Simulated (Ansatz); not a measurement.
# TiB2, space group P6/mmm: an equation of state with a fit

With the Ansatz DFT code, driven from Python.

Notebook, run cell by cell (the value of a cell's last expression is shown):

```python
import ansatz
from ase.eos import EquationOfState
from ase.units import GPa
import numpy as np
```

```python
FUNCTIONAL = "r2SCAN"
SMEARING = "fermi_dirac"
SMEARING_WIDTH = 0.15
CUTOFF_EV = 600
MESH = (11, 11, 9)
```

```python
VECTORS = np.array([
    [3.0292, 0.0, 0.0],
    [-1.5146, 2.623364, 0.0],
    [0.0, 0.0, 3.2284],
])
SITES = [
    ("Ti", (0.0, 0.0, 0.0)),
    ("B", (1 / 3, 2 / 3, 0.5)),
    ("B", (2 / 3, 1 / 3, 0.5)),
]
```

```python
def on_lattice(cell):
    crystal = ansatz.Crystal(lattice=ansatz.Lattice.of(cell))
    for symbol, position in SITES:
        crystal = crystal.atom(symbol, position)
    return crystal
```

```python
# scale the volume, keep shape and fractions
volumes, energies = [], []
for scale in np.linspace(0.88, 1.12, 7):
    cell = VECTORS * scale ** (1 / 3)
    setup = on_lattice(cell).calculation()
    setup = setup.functional(FUNCTIONAL).pseudopotentials("paw")
    setup = setup.occupations(SMEARING, width=SMEARING_WIDTH).basis(CUTOFF_EV)
    setup = setup.kpoints(*MESH)
    rep = setup.run(threads=1).report
    volumes.append(abs(np.linalg.det(cell)) / len(SITES))
    energies.append(rep["free_energy_ev"] / len(SITES))
    print(f"V = {volumes[-1]:8.4f} A^3/atom  F = {energies[-1]:.5f} eV/atom")
```

    V =   7.5255 A^3/atom  F = -940.17036 eV/atom
    V =   7.8676 A^3/atom  F = -940.23937 eV/atom
    V =   8.2096 A^3/atom  F = -940.27567 eV/atom
    V =   8.5517 A^3/atom  F = -940.28510 eV/atom
    V =   8.8938 A^3/atom  F = -940.27244 eV/atom
    V =   9.2358 A^3/atom  F = -940.24157 eV/atom
    V =   9.5779 A^3/atom  F = -940.19569 eV/atom

```python
eos = EquationOfState(volumes, energies, eos="birchmurnaghan")
v0, e0, bulk = eos.fit()
print(f"V0 = {v0:.4f} A^3/atom, E0 = {e0:.5f} eV/atom, B = {bulk / GPa:.1f} GPa")
eos.plot("eos.png")
```

    V0 = 8.5160 A^3/atom, E0 = -940.28522 eV/atom, B = 262.0 GPa
    <Axes: title={'center': 'birchmurnaghan: E: -940.285 eV, V: 8.516 Å$^3$, B: 262.047 GPa'}, xlabel='volume [Å$^3$]', ylabel='energy [eV]'>

A third-order Birch-Murnaghan fit through the 7 points has its minimum at 8.52 Å³ an atom, 0.4 % below the typed cell, with a bulk modulus of 262 GPa and dB/dP = 3.8. From that minimum the energy rises by 114.9 meV an atom on the compressed side and 89.5 meV on the expanded side.

Notes:
- Total energies depend on the potentials; only differences at equal settings carry meaning.
- Shape and fractional positions are held along the curve, so the bulk modulus is an upper value where they are free to relax.
- For a metal this k-point mesh is coarse: on a finer one energies can move by several to tens of meV an atom and pressures by half a GPa or more, differences at one mesh by less.
- The structure is a deposited one; some such entries were measured under pressure or heat, so a shift against it needn't be the functional's error alone.
- Wall time of the script: 31 s on 1 thread of Arm Neoverse V1 (shared host), peak memory 0.46 GiB.
